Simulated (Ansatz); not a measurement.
Working through relaxations under a series of pressures of NaB, space group Fm-3m

Program: Ansatz 0.2.0 through its Python package.

The cells in order, each with its output:

```python
import warnings

import ansatz
import numpy as np
import pandas as pd
```

```python
def edges_and_angles(cell):
    cell = np.asarray(cell)
    a, b, c = np.linalg.norm(cell, axis=1)
    cosines = cell[1] @ cell[2] / (b * c), cell[0] @ cell[2] / (a * c), cell[0] @ cell[1] / (a * b)
    return (a, b, c, *np.degrees(np.arccos(cosines)))
```

```python
warnings.simplefilter('ignore', ansatz.DeckWarning)
```

```python
xtal = (
    ansatz.Lattice.fcc(5.367738)
    .space_group(225)
    .atom('Na', (0.0, 0.0, 0.0))
    .atom('B', (0.5, 0.0, 0.0))
    .primitive()
)
```

```python
xtal.resolved().sites[-1]
```

    Site(symbol='B', position=(0.5, 0.5, 0.5), moment=None, axis=None, held=None, saved=None)

```python
model = (
    xtal.calculation()
    .functional('pbe')
    .kpoints(7, 7, 7, center='gamma')
    .occupations('fermi_dirac', width=100 * ansatz.meV)
)
```

```python
rows = []
for pressure in [0, 10, 20, 30, 40]:
    out = model.relax(cell=True, pressure=pressure, force_tolerance=0.02, max_steps=100).run(threads=1)
    cell = out.lattice.cell_ang
    n_atoms = len(out.lattice.sites)
    volume = abs(np.linalg.det(cell)) / n_atoms
    enthalpy = out.report['free_energy_ev'] / n_atoms + pressure * volume / 160.21766
    rows.append((pressure, volume, enthalpy, *edges_and_angles(cell)))
    print(f'{pressure} GPa done: {volume:.4f} A^3/atom')
```

    0 GPa done: 19.4212 A^3/atom
    10 GPa done: 15.3886 A^3/atom
    20 GPa done: 13.5591 A^3/atom
    30 GPa done: 12.3968 A^3/atom
    40 GPa done: 11.5561 A^3/atom

```python
table = pd.DataFrame(rows, columns=['P_GPa', 'V_A3_atom', 'H_eV_atom', 'a', 'b', 'c', 'alpha', 'beta', 'gamma'])
print(table.round(4).to_string(index=False))
p, v = np.array([row[0] for row in rows], float), np.array([row[1] for row in rows])
print('mean bulk modulus between rows (GPa):', np.round(-np.diff(p) / np.diff(np.log(v)), 1))
```

     P_GPa  V_A3_atom  H_eV_atom      a      b      c  alpha  beta  gamma
         0    19.4212  -819.3233 3.8014 3.8014 3.8014   60.0  60.0   60.0
        10    15.3886  -818.2598 3.5176 3.5176 3.5176   60.0  60.0   60.0
        20    13.5591  -817.3619 3.3723 3.3723 3.3723   60.0  60.0   60.0
        30    12.3968  -816.5545 3.2730 3.2730 3.2730   60.0  60.0   60.0
        40    11.5561  -815.8085 3.1973 3.1973 3.1973   60.0  60.0   60.0
    mean bulk modulus between rows (GPa): [ 43.   79.  111.6 142.4]

The volume falls from 19.42 Å³ an atom at 0 GPa to 11.56 at 40 GPa, by 40.5 %. Between 0 and 10 GPa, -V dP/dV is about 43 GPa, a mean over that step.

Caveats:
- Total energies depend on the potentials; only differences at equal settings carry meaning.
- At a fixed pressure a relaxation lowers the enthalpy F + PV, while F alone can rise.
- For a metal this k-point mesh is coarse: on a finer one energies can move by several to tens of meV an atom and pressures by half a GPa or more, differences at one mesh by less.
- Edges and angles are those of the cell as typed, here a primitive one, not of the conventional cell.
- The structure comes from a database of computed cells and needn't be a stable or known phase.
- Symmetry holds the cell in this phase, whether or not it is the stable one at each pressure.
- Timing: 25 s on 1 thread of Arm Neoverse N1, on a shared host, peak memory 0.4 GiB.

(Lines on the test bed's own set-up are left out of the output.)
